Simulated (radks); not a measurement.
**Mn²⁺ in [Ar] 3d5: an all-electron calculation**

The task here is to estimate one member of a computed series from the others.

Method: non-relativistic Kohn-Sham, LDA (Slater exchange, VWN5 correlation), spin-unpolarised, spherical densities, point nucleus. Code: radks (a radial shooting solver on a logarithmic mesh, Libxc functionals) version 1.

**What is computed**

```
element       : manganese (Z = 25)
charge        : +2
electrons     : 23
configuration : [Ar] 3d5
```

Outer shells as boxes (Hund's rule):

Mn²⁺
```
[Ar] core
3d [↑ ][↑ ][↑ ][↑ ][↑ ]
```

The first run:

Settings of this run:

```text
Z 25
configuration [Ar] 3d5
relativity non-relativistic
functional lda,vwn5
spin unpolarised
nucleus point
```

One of the session's tables, all rows but one given; the rest of the session is left out.

It belongs to the step «Radial structure». From the orbitals of this run (lengths in bohr):

| level | <r> | outermost maximum (interpolated) | 90 % within | nodes |
| --- | --- | --- | --- | --- |
| 1s | ? | ? | ? | ? |
| 2s | 0.2831 | 0.236 | 0.439 | 1 |
| 2p | 0.2486 | 0.189 | 0.407 | 0 |
| 3s | 0.8623 | 0.744 | 1.29 | 2 |
| 3p | 0.9083 | 0.755 | 1.40 | 1 |
| 3d | 1.141 | 0.754 | 1.97 | 0 |

Q: Estimate the row for 1s from the others.

The run gave: <r>: 0.06167; outermost maximum (interpolated): 0.0406; 90 % within: 0.110; nodes: 0. In the column «<r>» it is the lowest.

Caveats from the session: Spin polarisation and multiplet splitting are left out.
